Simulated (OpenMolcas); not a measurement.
# CoN in OpenMolcas, from active space to Ω levels, part 1 of 2

Which states of CoN lie lowest, and how does spin–orbit coupling split them?

Program: OpenMolcas 26.06. Level of theory: SA-CASSCF(12,9), XMS-CASPT2, RASSI; ANO-RCC-VTZP. These are calculated values, not measurements.

### 1 The job

C2 symmetry about the axis (a holds Σ, Δ, Γ; b holds Π, Φ, H; Σ⁺ and Σ⁻ are not told apart); roots by multiplicity and irrep: 3b 4, 5a 2, 1a 1, 1b 2, 5b 4, 3a 4.

Active shells: Co 4s 3d, N 2p.

File m.inp:

```
&GATEWAY
Coord
2
angstrom
Co 0.0 0.0 0.0
N 0.0 0.0 1.6160
Basis=ANO-RCC-VTZP
Group=XY
RX2C
AMFI
ANGMom
0.0 0.0 0.0
RICD
&SEWARD
&GUESSORB
&RASSCF
FileOrb=$CurrDir/o32.orb
Symmetry=2
Spin=3
nActEl=12 0 0
Inactive=7 4
RAS2=5 4
CIRoot=4 4 1
Linear
Iterations=120 100
OrbListing=Nothing
PRWF=0.15
>>COPY $Project.RasOrb $CurrDir/o32.orb
>>COPY $Project.rasscf.h5 $CurrDir/r32.h5
&CASPT2
XMultistate=all
Imaginary=0.2
IPEA=0.25
MaxIter=40
>>COPY $Project.JobMix JOB001
&RASSCF
FileOrb=$CurrDir/o51.orb
Symmetry=1
Spin=5
nActEl=12 0 0
Inactive=7 4
RAS2=5 4
CIRoot=2 2 1
Linear
Iterations=120 100
OrbListing=Nothing
PRWF=0.15
>>COPY $Project.RasOrb $CurrDir/o51.orb
>>COPY $Project.rasscf.h5 $CurrDir/r51.h5
&CASPT2
XMultistate=all
Imaginary=0.2
IPEA=0.25
MaxIter=40
>>COPY $Project.JobMix JOB002
&RASSCF
FileOrb=$CurrDir/o11.orb
Symmetry=1
Spin=1
nActEl=12 0 0
Inactive=7 4
RAS2=5 4
CIRoot=1 1 1
Linear
Iterations=120 100
OrbListing=Nothing
PRWF=0.15
>>COPY $Project.RasOrb $CurrDir/o11.orb
>>COPY $Project.rasscf.h5 $CurrDir/r11.h5
&CASPT2
XMultistate=all
Imaginary=0.2
IPEA=0.25
MaxIter=40
>>COPY $Project.JobMix JOB003
&RASSCF
FileOrb=$CurrDir/o12.orb
Symmetry=2
Spin=1
nActEl=12 0 0
Inactive=7 4
RAS2=5 4
CIRoot=2 2 1
Linear
Iterations=120 100
OrbListing=Nothing
PRWF=0.15
>>COPY $Project.RasOrb $CurrDir/o12.orb
>>COPY $Project.rasscf.h5 $CurrDir/r12.h5
&CASPT2
XMultistate=all
Imaginary=0.2
IPEA=0.25
MaxIter=40
>>COPY $Project.JobMix JOB004
&RASSCF
FileOrb=$CurrDir/o52.orb
Symmetry=2
Spin=5
nActEl=12 0 0
Inactive=7 4
RAS2=5 4
CIRoot=4 4 1
Linear
Iterations=120 100
OrbListing=Nothing
PRWF=0.15
>>COPY $Project.RasOrb $CurrDir/o52.orb
>>COPY $Project.rasscf.h5 $CurrDir/r52.h5
&CASPT2
XMultistate=all
Imaginary=0.2
IPEA=0.25
MaxIter=40
>>COPY $Project.JobMix JOB005
&RASSCF
FileOrb=$CurrDir/o31.orb
Symmetry=1
Spin=3
nActEl=12 0 0
Inactive=7 4
RAS2=5 4
CIRoot=4 4 1
Linear
Iterations=120 100
OrbListing=Nothing
PRWF=0.15
>>COPY $Project.RasOrb $CurrDir/o31.orb
>>COPY $Project.rasscf.h5 $CurrDir/r31.h5
&CASPT2
XMultistate=all
Imaginary=0.2
IPEA=0.25
MaxIter=40
>>COPY $Project.JobMix JOB006
&RASSI
Nr of JobIphs=6 4 2 1 2 4 4
1 2 3 4
1 2
1
1 2
1 2 3 4
1 2 3 4
SpinOrbit
EJob
Omega
MEES
MESO
Properties=4
'AngMom' 3 'Mltpl  1' 1 'Mltpl  1' 2 'Mltpl  1' 3
Thrs=1.0d-4
>>COPY $Project.rassi.h5 $CurrDir/so.h5
```

Each module block was a call of its own in one work directory; start orbitals came from a preliminary run.

Launch:

```console
$ pymolcas m.inp
```

### 2 The spin-free blocks

Output, in excerpt:

```text
++    Wave function specifications:
      Number of closed shell electrons          22
      Number of electrons in active shells      12
      Number of inactive orbitals               11
      Number of active orbitals                  9
      Number of secondary orbitals              69
      Spin quantum number                      1.0
      State symmetry                             2
++    Orbital specifications:
      Symmetry species                           1   2
                                                 a   b
      Frozen orbitals                            0   0
      Inactive orbitals                          7   4
      Active orbitals                            5   4
      RAS2 orbitals                              5   4
      Secondary orbitals                        35  34
      Number of basis functions                 47  42
      printout of CI-coefficients larger than  0.15 for root  1
      energy=   -1446.292041
      conf/sym  11111 2222     Coeff  Weight
           987  02u22 u220   0.15278 0.02334
          1007  02u22 u022  -0.41014 0.16821
          1008  02u22 0u22   0.41972 0.17617
          1072  0u222 2u02   0.15278 0.02334
          1079  0u222 u022   0.41972 0.17617
          1080  0u222 0u22   0.41014 0.16821
      printout of CI-coefficients larger than  0.15 for root  2
      energy=   -1446.292041
      conf/sym  11111 2222     Coeff  Weight
          1000  02u22 2u02  -0.15278 0.02334
          1007  02u22 u022  -0.41972 0.17617
          1008  02u22 0u22  -0.41014 0.16821
          1059  0u222 u220   0.15278 0.02334
          1079  0u222 u022  -0.41014 0.16821
          1080  0u222 0u22   0.41972 0.17617
      printout of CI-coefficients larger than  0.15 for root  3
      energy=   -1446.288741
      conf/sym  11111 2222     Coeff  Weight
           987  02u22 u220  -0.16035 0.02571
          1007  02u22 u022   0.57281 0.32811
          1072  0u222 2u02   0.16145 0.02607
          1080  0u222 0u22   0.57281 0.32811
      printout of CI-coefficients larger than  0.15 for root  4
      energy=   -1446.288741
      conf/sym  11111 2222     Coeff  Weight
          1000  02u22 2u02   0.16035 0.02571
          1008  02u22 0u22   0.57281 0.32811
          1059  0u222 u220   0.16145 0.02607
          1079  0u222 u022  -0.57281 0.32811
      Natural orbitals and occupation numbers for root  1
      sym 1:   0.196830   1.498572   1.498573   1.874608   1.927911
      sym 2:   0.719426   0.719425   1.782327   1.782327
      Natural orbitals and occupation numbers for root  2
      sym 1:   0.196830   1.498572   1.498573   1.874608   1.927911
      sym 2:   0.719425   0.719426   1.782327   1.782327
      Natural orbitals and occupation numbers for root  3
      sym 1:   0.196075   1.510625   1.488267   1.877940   1.923544
      sym 2:   0.713632   0.696286   1.800848   1.792783
      Natural orbitals and occupation numbers for root  4
      sym 1:   0.196075   1.510625   1.488267   1.877940   1.923544
      sym 2:   0.696286   0.713632   1.792783   1.800847
      RASSCF energy for state  4                  -1446.28874063
::    RASSCF root number  1 Total energy:  -1446.29204121
::    RASSCF root number  2 Total energy:  -1446.29204121
::    RASSCF root number  3 Total energy:  -1446.28874063
::    RASSCF root number  4 Total energy:  -1446.28874063
      Von Neumann Entropy (Root   1) =  2.44933
++    Wave function specifications:
      Number of closed shell electrons           8
      Number of electrons in active shells      12
      Number of inactive orbitals                4
      Number of active orbitals                  9
      Number of secondary orbitals              69
      Spin quantum number                      1.0
      State symmetry                             2
      Number of CSFs                          1716
      Number of CASSCF root(s) available         4
      CASPT2 state passed to geometry opt.       4
      A file JOBMIX will be created
      This is a MULTI-STATE CASSCF reference
      Number of CI roots used                    4
      These are:                                 1   2   3   4
      Off-diagonal elements of Heff are computed
  FINAL CASPT2 RESULT:
      Reference energy:       -1446.2920412051
      E2 (Non-variational):      -0.7357236165
      Shift correction:          -0.0029276096
      E2 (Variational):          -0.7386512261
      Total energy:           -1447.0306924311
      Reference weight:           0.85729
  FINAL CASPT2 RESULT:
      Reference energy:       -1446.2920412051
      E2 (Non-variational):      -0.7357236357
      Shift correction:          -0.0029276096
      E2 (Variational):          -0.7386512453
      Total energy:           -1447.0306924503
      Reference weight:           0.85729
  FINAL CASPT2 RESULT:
      Reference energy:       -1446.2887406317
      E2 (Non-variational):      -0.7374041881
      Shift correction:          -0.0030054496
      E2 (Variational):          -0.7404096377
      Total energy:           -1447.0291502694
      Reference weight:           0.85695
  FINAL CASPT2 RESULT:
      Reference energy:       -1446.2887406316
      E2 (Non-variational):      -0.7374041766
      Shift correction:          -0.0030054500
      E2 (Variational):          -0.7404096265
      Total energy:           -1447.0291502581
      Reference weight:           0.85695
       Total XMS-CASPT2 energies:
::    XMS-CASPT2 Root  1     Total energy:  -1447.03069460
::    XMS-CASPT2 Root  2     Total energy:  -1447.03069458
::    XMS-CASPT2 Root  3     Total energy:  -1447.02914812
::    XMS-CASPT2 Root  4     Total energy:  -1447.02914811
++    Wave function specifications:
      Number of closed shell electrons          22
      Number of electrons in active shells      12
      Number of inactive orbitals               11
      Number of active orbitals                  9
      Number of secondary orbitals              69
      Spin quantum number                      2.0
      State symmetry                             1
      printout of CI-coefficients larger than  0.15 for root  1
      energy=   -1446.292025
      conf/sym  11111 2222     Coeff  Weight
           217  22u0u uu22   0.15334 0.02351
           308  02u2u 22uu  -0.16686 0.02784
           313  02u2u uu22   0.75774 0.57416
           331  0u22u uu22  -0.44570 0.19865
      printout of CI-coefficients larger than  0.15 for root  2
      energy=   -1446.292025
      conf/sym  11111 2222     Coeff  Weight
           223  2u20u uu22   0.15334 0.02351
           313  02u2u uu22   0.44570 0.19865
           326  0u22u 22uu  -0.16686 0.02784
           331  0u22u uu22   0.75774 0.57416
      Natural orbitals and occupation numbers for root  1
      sym 1:   0.227740   1.981182   1.011795   1.767351   1.017370
      sym 2:   1.112296   1.112296   1.884985   1.884985
      Natural orbitals and occupation numbers for root  2
      sym 1:   0.227740   1.011794   1.981182   1.767351   1.017370
      sym 2:   1.112296   1.112296   1.884985   1.884985
      RASSCF energy for state  2                  -1446.29202481
::    RASSCF root number  1 Total energy:  -1446.29202481
::    RASSCF root number  2 Total energy:  -1446.29202481
      Von Neumann Entropy (Root   1) =  2.62406
++    Wave function specifications:
      Number of closed shell electrons           8
      Number of electrons in active shells      12
      Number of inactive orbitals                4
      Number of active orbitals                  9
      Number of secondary orbitals              69
      Spin quantum number                      2.0
      State symmetry                             1
      Number of CSFs                           530
      Number of CASSCF root(s) available         2
      CASPT2 state passed to geometry opt.       2
      A file JOBMIX will be created
      This is a MULTI-STATE CASSCF reference
      Number of CI roots used                    2
      These are:                                 1   2
      Off-diagonal elements of Heff are computed
  FINAL CASPT2 RESULT:
      Reference energy:       -1446.2920248069
      E2 (Non-variational):      -0.7386915560
      Shift correction:          -0.0027764214
      E2 (Variational):          -0.7414679773
      Total energy:           -1447.0334927842
      Reference weight:           0.85805
  FINAL CASPT2 RESULT:
      Reference energy:       -1446.2920248066
      E2 (Non-variational):      -0.7387363466
      Shift correction:          -0.0027768934
      E2 (Variational):          -0.7415132400
      Total energy:           -1447.0335380466
      Reference weight:           0.85802
       Total XMS-CASPT2 energies:
::    XMS-CASPT2 Root  1     Total energy:  -1447.03353810
::    XMS-CASPT2 Root  2     Total energy:  -1447.03349273
++    Wave function specifications:
      Number of closed shell electrons          22
      Number of electrons in active shells      12
      Number of inactive orbitals               11
      Number of active orbitals                  9
      Number of secondary orbitals              69
      Spin quantum number                      0.0
      State symmetry                             1
      printout of CI-coefficients larger than  0.15 for root  1
      energy=   -1446.302573
      conf/sym  11111 2222     Coeff  Weight
           446  02222 0220   0.23606 0.05572
           451  02222 udud  -0.21224 0.04504
           459  02222 2002   0.23606 0.05572
           467  02222 0022  -0.81683 0.66721
          1250  0uu22 dd22   0.16632 0.02766
      Natural orbitals and occupation numbers for root  1
      sym 1:   0.148673   1.937204   1.937204   1.899157   1.951971
      sym 2:   0.326893   0.326892   1.736002   1.736005
      RASSCF energy for state  1                  -1446.30257306
::    RASSCF root number  1 Total energy:  -1446.30257306
      Von Neumann Entropy (Root   1) =  1.68176
++    Wave function specifications:
      Number of closed shell electrons           8
      Number of electrons in active shells      12
      Number of inactive orbitals                4
      Number of active orbitals                  9
      Number of secondary orbitals              69
      Spin quantum number                      0.0
      State symmetry                             1
      Number of CSFs                          1280
      Number of CASSCF root(s) available         1
      CASPT2 state passed to geometry opt.       1
      A file JOBMIX will be created
      This is a CASSCF or RASSCF reference function
  FINAL CASPT2 RESULT:
      Reference energy:       -1446.3025730626
      E2 (Non-variational):      -0.7346626501
      Shift correction:          -0.0024682905
      E2 (Variational):          -0.7371309406
      Total energy:           -1447.0397040032
      Reference weight:           0.86270
++    Wave function specifications:
      Number of closed shell electrons          22
      Number of electrons in active shells      12
      Number of inactive orbitals               11
      Number of active orbitals                  9
      Number of secondary orbitals              69
      Spin quantum number                      0.0
      State symmetry                             2
      printout of CI-coefficients larger than  0.15 for root  1
      energy=   -1446.282223
      conf/sym  11111 2222     Coeff  Weight
           922  02u22 2d02  -0.18408 0.03389
           925  02u22 dud2   0.24942 0.06221
           930  02u22 0d22  -0.55679 0.31002
           983  0u222 d220   0.18403 0.03387
           990  0u222 du2d   0.18220 0.03320
           991  0u222 ud2d  -0.18273 0.03339
          1001  0u222 d022  -0.55664 0.30984
      printout of CI-coefficients larger than  0.15 for root  2
      energy=   -1446.282223
      conf/sym  11111 2222     Coeff  Weight
           911  02u22 d220  -0.18408 0.03389
           918  02u22 du2d  -0.18225 0.03321
           919  02u22 ud2d   0.18278 0.03341
           929  02u22 d022   0.55679 0.31002
           994  0u222 2d02  -0.18403 0.03387
           997  0u222 dud2   0.24935 0.06217
          1002  0u222 0d22  -0.55663 0.30984
      Natural orbitals and occupation numbers for root  1
      sym 1:   0.166227   1.499244   1.498964   1.867020   1.967258
      sym 2:   0.750384   0.750579   1.750120   1.750205
      Natural orbitals and occupation numbers for root  2
      sym 1:   0.166227   1.499247   1.498962   1.867020   1.967258
      sym 2:   0.750581   0.750382   1.750206   1.750119
      RASSCF energy for state  2                  -1446.28222255
::    RASSCF root number  1 Total energy:  -1446.28222255
::    RASSCF root number  2 Total energy:  -1446.28222255
      Von Neumann Entropy (Root   1) =  2.43603
++    Wave function specifications:
      Number of closed shell electrons           8
      Number of electrons in active shells      12
      Number of inactive orbitals                4
      Number of active orbitals                  9
      Number of secondary orbitals              69
      Spin quantum number                      0.0
      State symmetry                             2
      Number of CSFs                          1240
      Number of CASSCF root(s) available         2
      CASPT2 state passed to geometry opt.       2
      A file JOBMIX will be created
      This is a MULTI-STATE CASSCF reference
      Number of CI roots used                    2
      These are:                                 1   2
      Off-diagonal elements of Heff are computed
  FINAL CASPT2 RESULT:
      Reference energy:       -1446.2822225485
      E2 (Non-variational):      -0.7375696254
      Shift correction:          -0.0027865695
      E2 (Variational):          -0.7403561949
      Total energy:           -1447.0225787434
      Reference weight:           0.85818
  FINAL CASPT2 RESULT:
      Reference energy:       -1446.2822225485
      E2 (Non-variational):      -0.7375696261
      Shift correction:          -0.0027865695
      E2 (Variational):          -0.7403561956
      Total energy:           -1447.0225787441
      Reference weight:           0.85818
       Total XMS-CASPT2 energies:
::    XMS-CASPT2 Root  1     Total energy:  -1447.02257874
::    XMS-CASPT2 Root  2     Total energy:  -1447.02257874
++    Wave function specifications:
      Number of closed shell electrons          22
      Number of electrons in active shells      12
      Number of inactive orbitals               11
      Number of active orbitals                  9
      Number of secondary orbitals              69
      Spin quantum number                      2.0
      State symmetry                             2
      printout of CI-coefficients larger than  0.15 for root  1
      energy=   -1446.264759
      conf/sym  11111 2222     Coeff  Weight
           292  u2u2u 2u02  -0.18264 0.03336
           300  u2u2u 0u22  -0.58272 0.33956
           303  uu22u u220   0.18264 0.03336
           323  uu22u u022  -0.58272 0.33956
      printout of CI-coefficients larger than  0.15 for root  2
      energy=   -1446.264759
      conf/sym  11111 2222     Coeff  Weight
           279  u2u2u u220  -0.18264 0.03336
           299  u2u2u u022   0.58272 0.33956
           316  uu22u 2u02  -0.18264 0.03336
           324  uu22u 0u22  -0.58272 0.33956
      printout of CI-coefficients larger than  0.15 for root  3
      energy=   -1446.261138
      conf/sym  11111 2222     Coeff  Weight
           292  u2u2u 2u02  -0.17308 0.02996
           300  u2u2u 0u22  -0.58843 0.34625
           303  uu22u u220  -0.17658 0.03118
           323  uu22u u022   0.58843 0.34625
      printout of CI-coefficients larger than  0.15 for root  4
      energy=   -1446.261138
      conf/sym  11111 2222     Coeff  Weight
           279  u2u2u u220   0.17308 0.02996
           299  u2u2u u022  -0.58843 0.34625
           316  uu22u 2u02  -0.17658 0.03118
[... the kept output breaks off here ...]
```

Spin-free states (degenerate pairs once); dipoles are positive if N is the positive end.

```csv
state,CASSCF root of the same rank (eV),XMS-CASPT2 (eV),μ of the rotated CASSCF state (D)
(1)1Σ,0.00,0.000,-2.86
(1)5Δ,0.29,0.168,-2.96
(1)3Φ,0.29,0.245,-2.89
(1)3Π,0.38,0.287,-3.01
(1)1Φ,0.55,0.466,-2.41
(1)3Δ,0.97,1.132,-2.50
(1)3Γ,1.04,1.264,-2.64
(1)5Φ,1.03,1.487,-1.14
(1)5Π,1.13,1.515,-1.13
```

XMS-CASPT2 splits the two components of a degenerate state by up to 10 cm⁻¹ here, an artefact of the lowered symmetry; the lower one is listed, and the split carries into the Ω levels (unreadable Ω is marked ?).

State-averaged natural occupations by block (full and empty orbitals left out): 3b: 0.20 1.50 1.50 1.87 1.92 0.71 0.71 1.79 1.79; 5a: 0.23 1.50 1.50 1.77 1.02 1.11 1.11 1.89 1.89; 1a: 0.15 1.94 1.94 1.90 1.95 0.33 0.33 1.74 1.74; 1b: 0.17 1.50 1.50 1.87 1.97 0.75 0.75 1.75 1.75; 5b: 1.00 1.50 1.50 1.88 1.13 0.75 0.75 1.75 1.75; 3a: 0.27 1.50 1.50 1.72 1.01 1.17 1.17 1.83 1.83. Reference weights run from 0.857 to 0.866.

(Continued in part 2 of 2.)
